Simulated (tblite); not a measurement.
# F5H6NO2Si2W: the cost of one run

Programs: tblite 0.8.0 and PySCF 2.14.0. All values are calculated, for the isolated system unless a continuum is named. Atoms count from 0, parts from 1.

## (1) The system as given

17 atoms, charge 0, multiplicity 1; geometry: distance geometry start.

## (2) Relaxing the cluster with GFN2-xTB

Job settings and geometry (Å):

```
{"job": {"kind": "relax", "xc": "GFN2-xTB", "basis": "xTB"}, "charge": 0, "multiplicity": 1}
O     -0.718230     3.422704    -0.791983
Si     0.553004     2.794655     0.268955
O     -0.171167     1.957551     1.609478
Si    -1.755873     1.160436     1.581757
N     -2.149409     0.685640    -0.142251
W     -1.075792    -0.814671    -0.904087
F     -0.343790    -2.338416    -1.742979
F     -2.492770    -1.936590    -0.416614
F     -0.245400    -1.367766     0.667967
F     -2.016409    -0.481117    -2.495799
F      0.559644     0.035153    -1.344500
H     -1.624184     3.675149    -0.521452
H      1.400592     1.944570    -0.483383
H      1.328532     3.909937     0.755973
H     -2.743173     2.054325     2.064190
H     -1.709823     0.007526     2.402127
H     -2.387561     1.427907    -0.765382
```

Method: GFN2-xTB geometry optimisation, gas phase.

On the command line:

```bash
$ OMP_NUM_THREADS=1 python cluster_run.py task.json out
```

One launch serves the whole session: the jobs run in the order shown.

**Question.** How long does this first job take on 1 thread of Intel Xeon at 2.50GHz, shared host?

About 21 s.
